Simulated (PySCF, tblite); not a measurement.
**C8H8F2: geometry, infrared bands and NMR shifts**

What infrared bands and NMR shifts should C8H8F2 (`C#C[C@H](C)C(=C)C=C(F)F`) show?

Computed with tblite 0.8.0 and PySCF 2.14.0, with density-fitted response routines of our own, on a single molecule in the gas phase. Atoms are numbered from 0 throughout.

### 1 The molecule as given

18 atoms, charge 0, multiplicity 1; geometry from: force field or distance geometry start.

Bonds of the start (Å): C0–C1 1.22, C1–C2 1.49, C2–C3 1.48, C2–C4 1.47, C4–C5 1.35, C4–C6 1.44, C6–C7 1.31, C7–F8 1.36, C7–F9 1.34, C0–H10 1.05, C2–H11 1.12, C3–H12 1.10, C3–H13 1.12, C3–H14 1.12, C5–H15 1.08, C5–H16 1.08, C6–H17 1.11.

### 2 Optimising the geometry with GFN2-xTB

What the job is given:

```
{"job": {"kind": "relax", "xc": "GFN2-xTB", "basis": "xTB"}, "charge": 0, "multiplicity": 1}
C      1.704700    -0.410700    -2.638900
C      1.080900    -0.002800    -1.675300
C      0.357200     0.502800    -0.478800
C      1.357400     1.006500     0.491200
C     -0.586800    -0.514500     0.013900
C     -0.557800    -1.702500    -0.629800
C     -1.531500    -0.365800     1.085300
C     -1.727400     0.688600     1.829300
F     -2.676200     0.599700     2.799800
F     -1.097700     1.865500     1.718900
H      2.212600    -0.749900    -3.493700
H     -0.239200     1.387800    -0.813100
H      1.309400     2.099100     0.577700
H      1.231000     0.548100     1.502000
H      2.386700     0.711900     0.158400
H     -1.206900    -2.514100    -0.325500
H      0.127300    -1.883800    -1.445400
H     -2.152300    -1.259700     1.312400
```

On the command line:

```sh
> OMP_NUM_THREADS=1 python probes_run.py task.json out
```

This one command runs all jobs of the session in turn.

**Question.** This job is followed by: GFN2-xTB harmonic vibrations, gas phase; GIAO PBE0/pcSseg-1 NMR shielding, non-relativistic, gas phase. What will the session give for the following? strongest single infrared mode (GFN2-xTB); zero-point energy (GFN2-xTB); ¹³C shifts against TMS (PBE0/pcSseg-1); ¹H shifts against TMS (PBE0/pcSseg-1, means over atoms taken as alike); ¹⁹F shifts against CFCl3 (PBE0/pcSseg-1).

As calculated:

| quantity | value |
| --- | --- |
| strongest single infrared mode (GFN2-xTB) | 1739 cm⁻¹, 247 km/mol |
| zero-point energy (GFN2-xTB) | 83.1 kcal/mol |
| ¹³C shifts against TMS (PBE0/pcSseg-1) | 168.3, 148.9, 124.2, 91.3, 90.1, 79.0, 31.6, 26.5 ppm |
| ¹H shifts against TMS (PBE0/pcSseg-1, means over atoms taken as alike) | 6.01, 5.44, 5.27, 3.68, 1.75, 1.40 ppm |
| ¹⁹F shifts against CFCl3 (PBE0/pcSseg-1) | -80.6, -84.3 ppm |

In words: Over 107 steps the energy fell by 0.602 eV; of the close pairs, C2–C3 changed most, 1.482 to 1.537 Å. No mode is imaginary among the 48: a minimum at this level. The strongest single mode, at 1739 cm⁻¹, moves mainly C7 and C6. GFN2-xTB is a fitted tight-binding method: band positions and strengths are rough. Its intensities can rank the bands wrongly. At PBE0/pcSseg-1: The widest tensor belongs to C1: span 307 ppm, with a paramagnetic part of -165 ppm.
